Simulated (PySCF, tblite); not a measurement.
**C₃H₁₁BSi: geometry, infrared bands and NMR shifts**

What infrared bands and NMR shifts should C₃H₁₁BSi (`CB(C)C[SiH3]`) show?

Programs: tblite 0.8.0 and PySCF 2.14.0, with density-fitted response routines of our own. Each step states its level of theory. These are calculated values for one molecule in the gas phase, unless marked as measured. Atoms count from 0, in the outputs and in this text.

## (1) Starting geometry

16 atoms, charge 0, multiplicity 1; geometry from: force field or distance geometry start.

Bonds of the start (Å): C0–B1 1.58, B1–C2 1.60, B1–C3 1.61, C3–Si4 1.87, C0–H5 1.10, C0–H6 1.12, C0–H7 1.12, C2–H8 1.12, C2–H9 1.09, C2–H10 1.12, C3–H11 1.11, C3–H12 1.09, Si4–H13 1.48, Si4–H14 1.46, Si4–H15 1.47.

## (2) Relaxing the molecule with GFN2-xTB

The job: settings as JSON, then the geometry in Å.

```
{"job": {"kind": "relax", "xc": "GFN2-xTB", "basis": "xTB"}, "charge": 0, "multiplicity": 1}
C     -1.423700     1.326700    -0.274100
B     -0.530200     0.068900     0.076600
C     -1.354600    -1.285400     0.284100
C      0.905100     0.061000    -0.641700
Si     2.269000    -0.153500     0.622700
H     -1.410300     2.079200     0.533900
H     -2.490300     1.048700    -0.444100
H     -1.061900     1.757000    -1.237400
H     -2.327700    -0.988500     0.752300
H     -0.818700    -2.041600     0.855800
H     -1.619900    -1.609700    -0.756600
H      1.077700     1.047100    -1.120400
H      0.934800    -0.684400    -1.440000
H      3.391200    -0.803400    -0.095200
H      1.764500    -0.968300     1.730600
H      2.687500     1.154900     1.142000
```

On the command line:

```sh
$ OMP_NUM_THREADS=1 python probes_run.py task.json out
```

The driver reads the jobs from task.json and runs them one after another.

**Question.** This job is followed by: GFN2-xTB harmonic vibrations, gas phase; GIAO PBE0/pcSseg-1 NMR shielding, non-relativistic, gas phase. Predict these results of the whole session: strongest single infrared mode (GFN2-xTB); zero-point energy (GFN2-xTB); 13C shifts against TMS (PBE0/pcSseg-1, means over atoms taken as alike); 1H shifts against TMS (PBE0/pcSseg-1, means over atoms taken as alike); 11B shifts against BF3·OEt2 (PBE0/pcSseg-1); 29Si shifts against TMS (PBE0/pcSseg-1).

As calculated:

```
                                                               quantity                  value
                              strongest single infrared mode (GFN2-xTB)  2240 cm⁻¹, 431 km/mol
                                           zero-point energy (GFN2-xTB)          79.8 kcal/mol
13C shifts against TMS (PBE0/pcSseg-1, means over atoms taken as alike)         19.3, 15.1 ppm
 1H shifts against TMS (PBE0/pcSseg-1, means over atoms taken as alike)   3.92, 1.24, 0.87 ppm
                            11B shifts against BF3·OEt2 (PBE0/pcSseg-1)               85.6 ppm
                                29Si shifts against TMS (PBE0/pcSseg-1)              -74.7 ppm
```

Over 79 steps the energy fell by 0.625 eV; of the close pairs, B1–C3 changed most, 1.605 to 1.560 Å. All 42 modes are real, so the xTB geometry is a minimum. The strongest single mode, at 2240 cm⁻¹, moves mainly H15 and H14. Unscaled tight-binding wavenumbers are off by several per cent, some by more. Its intensities can rank the bands wrongly. At PBE0/pcSseg-1: Shielding is most anisotropic at B1 (span 164 ppm, paramagnetic term -174 ppm).
